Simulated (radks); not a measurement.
# A spherical quantum dot from 8 to 13 electrons

Aim: add electrons one at a time to a hard-walled sphere of radius 4.71 bohr*, with a point charge of +1 at the centre, try the lowest free levels for each, keep the configuration of least energy, and see where shells close.

Program: radks, version 2. Model: non-relativistic spin-polarised Kohn-Sham, LDA (Slater exchange, Perdew-Wang correlation), spherically averaged shells. All values are calculated.

## 1. The model

```
well                     : a hard-walled sphere of radius 4.71 bohr*, with a point charge of +1 at the centre
functional               : LDA (Slater exchange, Perdew-Wang correlation)
levels                   : named by radial order: 1s, 1p, 1d, 2s, 1f and so on
units                    : effective atomic units, hartree* and bohr*
configuration carried in : 1s2 1p(up 3, down 2) (N = 7, energy 5.892221)
```

The runs follow, count by count.

## 2. Electron number 8

Trying: add 1p down. The run's settings:

```ini
kind = hard wall
xc = PW
radius = 4.71  # bohr
z = 1  # e
electrons = 8
background = 0  # e
configuration = 1s2 1p6
```

The run is started by

```
python run_model.py task.json out
```

task.json names the series; the program runs every candidate in turn, and a move starts from the lowest state found so far. In the records, mag is the spin moment and err the last SCF error; their hartree and bohr are effective units.

From the run's result record (rounded, not every field):

```text
status: converged
energy_total [hartree]: 7.98472935
energy_kinetic [hartree]: 3.437399
energy_external [hartree]: -3.324951
energy_hartree [hartree]: 10.01565
energy_xc [hartree]: -2.143364
energy_background [hartree]: 0.0
orbitals [level, occupation, hartree, mean radius in bohr]:
  - ["1s up", 1, 2.0037, 2.35568]
  - ["1p up", 3, 2.22378, 3.02399]
  - ["1s down", 1, 2.0037, 2.35568]
  - ["1p down", 3, 2.22378, 3.02399]
r2_mean [bohr^2]: 8.878061
mag [bohr magneton]: 0
err: 4.2e-10
alpha [bohr^3]: 41.69804
```

Trying: add 2s up. Changed: configuration = 1s2 1p(up 3, down 2) 2s(up 1, down 0).

Result:

```text
status: converged
energy_total [hartree]: 8.21974232
energy_kinetic [hartree]: 3.949896
energy_external [hartree]: -3.70576
energy_hartree [hartree]: 10.1816
energy_xc [hartree]: -2.205994
energy_background [hartree]: 0.0
orbitals [level, occupation, hartree, mean radius in bohr]:
  - ["1s up", 1, 2.01819, 2.47655]
  - ["1p up", 3, 2.22041, 3.0484]
  - ["2s up", 1, 2.49071, 2.02825]
  - ["1s down", 1, 2.06297, 2.61329]
  - ["1p down", 2, 2.24754, 3.05692]
r2_mean [bohr^2]: 8.712274
mag [bohr magneton]: 2
err: 5.4e-11
```

Trying: add 2s down. Changed: configuration = 1s2 1p(up 3, down 2) 2s(up 0, down 1).

Result:

```text
status: converged
energy_total [hartree]: 8.22864614
energy_kinetic [hartree]: 3.954854
energy_external [hartree]: -3.705507
energy_hartree [hartree]: 10.17711
energy_xc [hartree]: -2.197809
energy_background [hartree]: 0.0
orbitals [level, occupation, hartree, mean radius in bohr]:
  - ["1s up", 1, 2.04529, 2.62496]
  - ["1p up", 3, 2.22835, 3.05609]
  - ["1s down", 1, 2.03233, 2.45378]
  - ["1p down", 2, 2.23758, 3.0483]
  - ["2s down", 1, 2.49823, 2.0441]
r2_mean [bohr^2]: 8.71931
mag [bohr magneton]: 0
err: 2.5e-10
```

| candidate | configuration | above the lowest (hartree*) |
| --- | --- | --- |
| add 1p down | 1s2 1p6 | lowest |
| add 2s up | 1s2 1p(up 3, down 2) 2s(up 1, down 0) | 0.235 |
| add 2s down | 1s2 1p(up 3, down 2) 2s(up 0, down 1) | 0.244 |

Lowest: 1s2 1p6.

From the same record, its empty bound levels (hartree) and its density (bohr, e/bohr³):

```text
empty: [["1d up", 2.4709], ["2s up", 2.4614], ["1f up", 2.7842], ["1d down", 2.4709], ["2s down", 2.4614], ["1f down", 2.7842]]
r: [0.1192, 0.3544, 0.5896, 0.8247, 1.06, 1.295, 1.53, 1.765, 2.001, 2.236, 2.471, 2.706, 2.941, 3.177, 3.412, 3.647, 3.882, 4.117, 4.353, 4.588]
n: [0.1528, 0.09917, 0.06826, 0.05078, 0.04124, 0.03647, 0.03457, 0.03438, 0.03507, 0.03598, 0.03651, 0.03611, 0.03432, 0.03085, 0.02577, 0.0195, 0.01286, 0.006878, 0.002485, 0.0002791]
```

## 3. Electron number 9

Trying: add 2s up. The run's settings:

```ini
kind = hard wall
xc = PW
radius = 4.71  # bohr
z = 1  # e
electrons = 9
background = 0  # e
configuration = 1s2 1p6 2s(up 1, down 0)
```

From the run's result record (rounded, not every field):

```text
status: converged
energy_total [hartree]: 10.5975394
energy_kinetic [hartree]: 4.502462
energy_external [hartree]: -3.997406
energy_hartree [hartree]: 12.61908
energy_xc [hartree]: -2.526596
energy_background [hartree]: 0.0
orbitals [level, occupation, hartree, mean radius in bohr]:
  - ["1s up", 1, 2.30828, 2.54404]
  - ["1p up", 3, 2.50029, 3.08079]
  - ["2s up", 1, 2.77793, 1.98772]
  - ["1s down", 1, 2.33473, 2.69354]
  - ["1p down", 3, 2.50828, 3.08961]
r2_mean [bohr^2]: 9.024284
mag [bohr magneton]: 1
err: 4.9e-11
```

Trying: add 1d up. Changed: configuration = 1s2 1p6 1d(up 1, down 0).

Result:

```text
status: converged
energy_total [hartree]: 10.5815298
energy_kinetic [hartree]: 4.256562
energy_external [hartree]: -3.588564
energy_hartree [hartree]: 12.3879
energy_xc [hartree]: -2.474372
energy_background [hartree]: 0.0
orbitals [level, occupation, hartree, mean radius in bohr]:
  - ["1s up", 1, 2.27328, 2.42882]
  - ["1p up", 3, 2.48144, 3.0552]
  - ["1d up", 1, 2.72309, 3.24289]
  - ["1s down", 1, 2.284, 2.39064]
  - ["1p down", 3, 2.49767, 3.0492]
r2_mean [bohr^2]: 9.270605
mag [bohr magneton]: 1
err: 8.9e-11
```

Trying: move 1d up to 2s up: the same state as a run above.

| candidate | configuration | above the lowest (hartree*) |
| --- | --- | --- |
| add 2s up | 1s2 1p6 2s(up 1, down 0) | 0.0160 |
| add 1d up | 1s2 1p6 1d(up 1, down 0) | lowest |
| move 1d up to 2s up | 1s2 1p6 2s(up 1, down 0) | 0.0160 |

Kept: 1s2 1p6 1d(up 1, down 0).

## 4. Electron number 10

Trying: add 1d up. The run's settings:

```ini
kind = hard wall
xc = PW
radius = 4.71  # bohr
z = 1  # e
electrons = 10
background = 0  # e
configuration = 1s2 1p6 1d(up 2, down 0)
```

From the run's result record (rounded, not every field):

```text
status: converged
energy_total [hartree]: 13.4314262
energy_kinetic [hartree]: 5.091517
energy_external [hartree]: -3.852385
energy_hartree [hartree]: 15.01995
energy_xc [hartree]: -2.827651
energy_background [hartree]: 0.0
orbitals [level, occupation, hartree, mean radius in bohr]:
  - ["1s up", 1, 2.54219, 2.49631]
  - ["1p up", 3, 2.74006, 3.08351]
  - ["1d up", 2, 2.97689, 3.26196]
  - ["1s down", 1, 2.56291, 2.42585]
  - ["1p down", 3, 2.77045, 3.07302]
r2_mean [bohr^2]: 9.59939
mag [bohr magneton]: 2
err: 2.4e-10
```

Trying: add 2s up. Changed: configuration = 1s2 1p6 1d(up 1, down 0) 2s(up 1, down 0).

Result:

```text
status: converged
energy_total [hartree]: 13.4615783
energy_kinetic [hartree]: 5.345586
energy_external [hartree]: -4.274432
energy_hartree [hartree]: 15.26103
energy_xc [hartree]: -2.870603
energy_background [hartree]: 0.0
orbitals [level, occupation, hartree, mean radius in bohr]:
  - ["1s up", 1, 2.57603, 2.61334]
  - ["1p up", 3, 2.75834, 3.10909]
  - ["1d up", 1, 2.9908, 3.27508]
  - ["2s up", 1, 3.04773, 1.94411]
  - ["1s down", 1, 2.61354, 2.73739]
  - ["1p down", 3, 2.78124, 3.11414]
r2_mean [bohr^2]: 9.361687
mag [bohr magneton]: 2
err: 4.5e-11
```

Trying: add 2s down. Changed: configuration = 1s2 1p6 1d(up 1, down 0) 2s(up 0, down 1).

Result:

```text
status: converged
energy_total [hartree]: 13.4672852
energy_kinetic [hartree]: 5.349885
energy_external [hartree]: -4.273389
energy_hartree [hartree]: 15.25664
energy_xc [hartree]: -2.865855
energy_background [hartree]: 0.0
orbitals [level, occupation, hartree, mean radius in bohr]:
  - ["1s up", 1, 2.59969, 2.7561]
  - ["1p up", 3, 2.76501, 3.11801]
  - ["1d up", 1, 2.9959, 3.27578]
  - ["1s down", 1, 2.58727, 2.58558]
  - ["1p down", 3, 2.77317, 3.10454]
  - ["2s down", 1, 3.05278, 1.96418]
r2_mean [bohr^2]: 9.366699
mag [bohr magneton]: 0
err: 3.7e-11
```

Trying: move 1d up to 2s up: the same state as a run above.

Trying: move 1d up to 2s down: the same state as a run above.

| candidate | configuration | above the lowest (hartree*) |
| --- | --- | --- |
| add 1d up | 1s2 1p6 1d(up 2, down 0) | lowest |
| add 2s up | 1s2 1p6 1d(up 1, down 0) 2s(up 1, down 0) | 0.0302 |
| add 2s down | 1s2 1p6 1d(up 1, down 0) 2s(up 0, down 1) | 0.0359 |
| move 1d up to 2s up | 1s2 1p6 1d(up 1, down 0) 2s(up 1, down 0) | 0.0302 |
| move 1d up to 2s down | 1s2 1p6 1d(up 1, down 0) 2s(up 0, down 1) | 0.0359 |

The series goes on from 1s2 1p6 1d(up 2, down 0).

From the same record, its empty bound levels (hartree) and its density (bohr, e/bohr³):

```text
empty: [["2s up", 2.9948], ["1f up", 3.2821], ["2p up", 3.6566], ["1d down", 3.0091], ["2s down", 3.0049], ["1f down", 3.315], ["2p down", 3.672]]
r: [0.1239, 0.3589, 0.5938, 0.8288, 1.064, 1.299, 1.534, 1.769, 2.003, 2.238, 2.473, 2.708, 2.943, 3.178, 3.413, 3.648, 3.883, 4.118, 4.353, 4.588]
n: [0.1321, 0.08583, 0.05917, 0.04419, 0.03627, 0.03274, 0.03205, 0.03322, 0.03556, 0.03845, 0.04122, 0.04309, 0.04324, 0.04096, 0.03592, 0.0284, 0.01944, 0.0107, 0.003964, 0.0004503]
```

## 5. Electron number 11

Trying: add 1d up. The run's settings:

```ini
kind = hard wall
xc = PW
radius = 4.71  # bohr
z = 1  # e
electrons = 11
background = 0  # e
configuration = 1s2 1p6 1d(up 3, down 0)
```

From the run's result record (rounded, not every field):

```text
status: converged
energy_total [hartree]: 16.5355789
energy_kinetic [hartree]: 5.942313
energy_external [hartree]: -4.116085
energy_hartree [hartree]: 17.90973
energy_xc [hartree]: -3.200379
energy_background [hartree]: 0.0
orbitals [level, occupation, hartree, mean radius in bohr]:
  - ["1s up", 1, 2.8102, 2.55918]
  - ["1p up", 3, 2.99903, 3.1096]
  - ["1d up", 3, 3.23151, 3.27976]
  - ["1s down", 1, 2.84038, 2.46114]
  - ["1p down", 3, 3.04208, 3.09562]
r2_mean [bohr^2]: 9.881343
mag [bohr magneton]: 3
err: 2.9e-10
```

Trying: add 2s up. Changed: configuration = 1s2 1p6 1d(up 2, down 0) 2s(up 1, down 0).

Result:

```text
status: converged
energy_total [hartree]: 16.5794601
energy_kinetic [hartree]: 6.203907
energy_external [hartree]: -4.550692
energy_hartree [hartree]: 18.16057
energy_xc [hartree]: -3.234326
energy_background [hartree]: 0.0
orbitals [level, occupation, hartree, mean radius in bohr]:
  - ["1s up", 1, 2.843, 2.67671]
  - ["1p up", 3, 3.01689, 3.13514]
  - ["1d up", 2, 3.24507, 3.29285]
  - ["2s up", 1, 3.31799, 1.90472]
  - ["1s down", 1, 2.89069, 2.77908]
  - ["1p down", 3, 3.05303, 3.13725]
r2_mean [bohr^2]: 9.65104
mag [bohr magneton]: 3
err: 3.8e-11
```

Trying: add 2s down. Changed: configuration = 1s2 1p6 1d(up 2, down 0) 2s(up 0, down 1).

Result:

```text
status: converged
energy_total [hartree]: 16.5897853
energy_kinetic [hartree]: 6.212342
energy_external [hartree]: -4.549418
energy_hartree [hartree]: 18.15284
energy_xc [hartree]: -3.225977
energy_background [hartree]: 0.0
orbitals [level, occupation, hartree, mean radius in bohr]:
  - ["1s up", 1, 2.86436, 2.81209]
  - ["1p up", 3, 3.02262, 3.14399]
  - ["1d up", 2, 3.24926, 3.29376]
  - ["1s down", 1, 2.86485, 2.62668]
  - ["1p down", 3, 3.04496, 3.12708]
  - ["2s down", 1, 3.32728, 1.94055]
r2_mean [bohr^2]: 9.659052
mag [bohr magneton]: 1
err: 3.2e-11
```

Trying: move 1d up to 2s up: the same state as a run above.

Trying: move 1d up to 2s down: the same state as a run above.

| candidate | configuration | above the lowest (hartree*) |
| --- | --- | --- |
| add 1d up | 1s2 1p6 1d(up 3, down 0) | lowest |
| add 2s up | 1s2 1p6 1d(up 2, down 0) 2s(up 1, down 0) | 0.0439 |
| add 2s down | 1s2 1p6 1d(up 2, down 0) 2s(up 0, down 1) | 0.0542 |
| move 1d up to 2s up | 1s2 1p6 1d(up 2, down 0) 2s(up 1, down 0) | 0.0439 |
| move 1d up to 2s down | 1s2 1p6 1d(up 2, down 0) 2s(up 0, down 1) | 0.0542 |

The series goes on from 1s2 1p6 1d(up 3, down 0).

## 6. Electron number 12

Trying: add 1d up. The run's settings:

```ini
kind = hard wall
xc = PW
radius = 4.71  # bohr
z = 1  # e
electrons = 12
background = 0  # e
configuration = 1s2 1p6 1d(up 4, down 0)
```

From the run's result record (rounded, not every field):

```text
status: converged
energy_total [hartree]: 19.8945712
energy_kinetic [hartree]: 6.809011
energy_external [hartree]: -4.379505
energy_hartree [hartree]: 21.05557
energy_xc [hartree]: -3.590507
energy_background [hartree]: 0.0
orbitals [level, occupation, hartree, mean radius in bohr]:
  - ["1s up", 1, 3.07722, 2.61799]
  - ["1p up", 3, 3.25801, 3.1339]
  - ["1d up", 4, 3.48652, 3.2965]
  - ["1s down", 1, 3.11644, 2.49647]
  - ["1p down", 3, 3.31256, 3.11713]
r2_mean [bohr^2]: 10.12764
mag [bohr magneton]: 4
err: 3.6e-10
```

Trying: add 2s up. Changed: configuration = 1s2 1p6 1d(up 3, down 0) 2s(up 1, down 0).

Result:

```text
status: converged
energy_total [hartree]: 19.9518849
energy_kinetic [hartree]: 7.0776
energy_external [hartree]: -4.826118
energy_hartree [hartree]: 21.31606
energy_xc [hartree]: -3.615661
energy_background [hartree]: 0.0
orbitals [level, occupation, hartree, mean radius in bohr]:
  - ["1s up", 1, 3.10906, 2.73503]
  - ["1p up", 3, 3.27554, 3.15938]
  - ["1d up", 3, 3.49983, 3.3096]
  - ["2s up", 1, 3.58836, 1.86895]
  - ["1s down", 1, 3.16626, 2.81872]
  - ["1p down", 3, 3.32367, 3.1591]
r2_mean [bohr^2]: 9.903776
mag [bohr magneton]: 4
err: 3.4e-11
```

Trying: add 2s down. Changed: configuration = 1s2 1p6 1d(up 3, down 0) 2s(up 0, down 1).

Result:

```text
status: converged
energy_total [hartree]: 19.9660459
energy_kinetic [hartree]: 7.089996
energy_external [hartree]: -4.825175
energy_hartree [hartree]: 21.30572
energy_xc [hartree]: -3.604492
energy_background [hartree]: 0.0
orbitals [level, occupation, hartree, mean radius in bohr]:
  - ["1s up", 1, 3.12844, 2.8628]
  - ["1p up", 3, 3.28055, 3.16807]
  - ["1d up", 3, 3.50334, 3.31064]
  - ["1s down", 1, 3.14101, 2.66703]
  - ["1p down", 3, 3.31566, 3.14852]
  - ["2s down", 1, 3.60126, 1.91707]
r2_mean [bohr^2]: 9.913553
mag [bohr magneton]: 2
err: 3.3e-11
```

Trying: move 1d up to 2s up: the same state as a run above.

Trying: move 1d up to 1d down. Changed: configuration = 1s2 1p6 1d(up 3, down 1).

Result:

```text
status: converged
energy_total [hartree]: 19.9372679
energy_kinetic [hartree]: 6.807372
energy_external [hartree]: -4.375958
energy_hartree [hartree]: 21.05254
energy_xc [hartree]: -3.546683
energy_background [hartree]: 0.0
orbitals [level, occupation, hartree, mean radius in bohr]:
  - ["1s up", 1, 3.08537, 2.59149]
  - ["1p up", 3, 3.26941, 3.13045]
  - ["1d up", 3, 3.49851, 3.29551]
  - ["1s down", 1, 3.10474, 2.53221]
  - ["1p down", 3, 3.29623, 3.12239]
  - ["1d down", 1, 3.52672, 3.2931]
r2_mean [bohr^2]: 10.13074
mag [bohr magneton]: 2
err: 1.6e-10
```

| candidate | configuration | above the lowest (hartree*) |
| --- | --- | --- |
| add 1d up | 1s2 1p6 1d(up 4, down 0) | lowest |
| add 2s up | 1s2 1p6 1d(up 3, down 0) 2s(up 1, down 0) | 0.0573 |
| add 2s down | 1s2 1p6 1d(up 3, down 0) 2s(up 0, down 1) | 0.0715 |
| move 1d up to 2s up | 1s2 1p6 1d(up 3, down 0) 2s(up 1, down 0) | 0.0573 |
| move 1d up to 1d down | 1s2 1p6 1d(up 3, down 1) | 0.0427 |

Lowest: 1s2 1p6 1d(up 4, down 0).

From the same record, its empty bound levels (hartree) and its density (bohr, e/bohr³):

```text
empty: [["2s up", 3.5304], ["1f up", 3.7848], ["2p up", 4.192], ["1d down", 3.5439], ["2s down", 3.5465], ["1f down", 3.8433], ["2p down", 4.2193]]
r: [0.1273, 0.3621, 0.5968, 0.8316, 1.066, 1.301, 1.536, 1.771, 2.005, 2.24, 2.475, 2.71, 2.945, 3.179, 3.414, 3.649, 3.884, 4.118, 4.353, 4.588]
n: [0.1149, 0.07474, 0.05161, 0.03872, 0.03213, 0.02958, 0.02979, 0.03202, 0.03569, 0.04027, 0.04507, 0.04915, 0.0514, 0.05065, 0.04608, 0.03766, 0.02653, 0.01499, 0.005645, 0.0006469]
```

## 7. N = 13

Trying: add 1d up. The run's settings:

```ini
kind = hard wall
xc = PW
radius = 4.71  # bohr
z = 1  # e
electrons = 13
background = 0  # e
configuration = 1s2 1p6 1d(up 5, down 0)
```

From the run's result record (rounded, not every field):

```text
status: converged
energy_total [hartree]: 23.5086512
energy_kinetic [hartree]: 7.691665
energy_external [hartree]: -4.642565
energy_hartree [hartree]: 24.45602
energy_xc [hartree]: -3.996467
energy_background [hartree]: 0.0
orbitals [level, occupation, hartree, mean radius in bohr]:
  - ["1s up", 1, 3.34321, 2.67315]
  - ["1p up", 3, 3.5168, 3.15667]
  - ["1d up", 5, 3.74165, 3.31235]
  - ["1s down", 1, 3.39114, 2.5318]
  - ["1p down", 3, 3.58191, 3.13764]
r2_mean [bohr^2]: 10.346
mag [bohr magneton]: 5
err: 4.4e-10
```

Trying: add 2s up. Changed: configuration = 1s2 1p6 1d(up 4, down 0) 2s(up 1, down 0).

Result:

```text
status: converged
energy_total [hartree]: 23.5791729
energy_kinetic [hartree]: 7.966801
energy_external [hartree]: -5.100688
energy_hartree [hartree]: 24.72607
energy_xc [hartree]: -4.013012
energy_background [hartree]: 0.0
orbitals [level, occupation, hartree, mean radius in bohr]:
  - ["1s up", 1, 3.37416, 2.78891]
  - ["1p up", 3, 3.53406, 3.18207]
  - ["1d up", 4, 3.75476, 3.32545]
  - ["2s up", 1, 3.85863, 1.8364]
  - ["1s down", 1, 3.44031, 2.8564]
  - ["1p down", 3, 3.59318, 3.17982]
r2_mean [bohr^2]: 10.12781
mag [bohr magneton]: 5
err: 3.3e-11
```

Trying: add 1d down. Changed: configuration = 1s2 1p6 1d(up 4, down 1).

Result:

```text
status: converged
energy_total [hartree]: 23.5628227
energy_kinetic [hartree]: 7.689751
energy_external [hartree]: -4.638356
energy_hartree [hartree]: 24.45244
energy_xc [hartree]: -3.941008
energy_background [hartree]: 0.0
orbitals [level, occupation, hartree, mean radius in bohr]:
  - ["1s up", 1, 3.35087, 2.64937]
  - ["1p up", 3, 3.52727, 3.15365]
  - ["1d up", 4, 3.75264, 3.31148]
  - ["1s down", 1, 3.37925, 2.56684]
  - ["1p down", 3, 3.56564, 3.14269]
  - ["1d down", 1, 3.79287, 3.30821]
r2_mean [bohr^2]: 10.34935
mag [bohr magneton]: 3
err: 2e-10
```

Trying: move 1d up to 2s up: the same state as a run above.

Trying: move 1d up to 1d down: the same state as a run above.

| candidate | configuration | above the lowest (hartree*) |
| --- | --- | --- |
| add 1d up | 1s2 1p6 1d(up 5, down 0) | lowest |
| add 2s up | 1s2 1p6 1d(up 4, down 0) 2s(up 1, down 0) | 0.0705 |
| add 1d down | 1s2 1p6 1d(up 4, down 1) | 0.0542 |
| move 1d up to 2s up | 1s2 1p6 1d(up 4, down 0) 2s(up 1, down 0) | 0.0705 |
| move 1d up to 1d down | 1s2 1p6 1d(up 4, down 1) | 0.0542 |

Kept: 1s2 1p6 1d(up 5, down 0).

## 8. Collected

| N | configuration | unpaired | chemical potential (hartree*) | addition energy (hartree*) | rms radius (bohr*) |
| --- | --- | --- | --- | --- | --- |
| 8 | 1s2 1p6 | 0 | 2.093 | 0.504 | 2.98 |
| 9 | 1s2 1p6 1d(up 1, down 0) | 1 | 2.597 | 0.253 | 3.04 |
| 10 | 1s2 1p6 1d(up 2, down 0) | 2 | 2.850 | 0.254 | 3.10 |
| 11 | 1s2 1p6 1d(up 3, down 0) | 3 | 3.104 | 0.255 | 3.14 |
| 12 | 1s2 1p6 1d(up 4, down 0) | 4 | 3.359 | 0.255 | 3.18 |
| 13 | 1s2 1p6 1d(up 5, down 0) | 5 | 3.614 | - | 3.22 |

Chemical potential E(N) - E(N-1); addition energy E(N+1) + E(N-1) - 2E(N).

Density of N = 13:

r (bohr*), 4πr² × density and a bar:
```
     0.13       0.02 
     0.48       0.17 #
     0.83       0.32 #
     1.19       0.51 ##
     1.54       0.85 ###
     1.89       1.50 ######
     2.24       2.59 ###########
     2.59       4.18 #################
     2.94       6.02 #########################
     3.30       7.35 ##############################
     3.65       7.10 #############################
     4.00       4.77 ###################
     4.35       1.56 ######
     4.71       0.00
```

## 9. Summary of results

| quantity | value |
| --- | --- |
| closed shells at N | 8 |
| largest addition energy | 0.504 hartree* at N = 8 (of N = 8 to 12) |
| most unpaired electrons | 5 at N = 13 |
| polarisability at N = 8 | 41.70 bohr*³ |
| configuration at N = 13 | 1s2 1p6 1d(up 5, down 0) |

What this shows: Shells close at N = 8, and the second difference peaks there. Among the lowest states kept at each count, up to 5 electrons are unpaired (N = 13), since exchange favours parallel spins. The model keeps every shell spherical, so real clusters and dots, which can deform, may order levels otherwise.
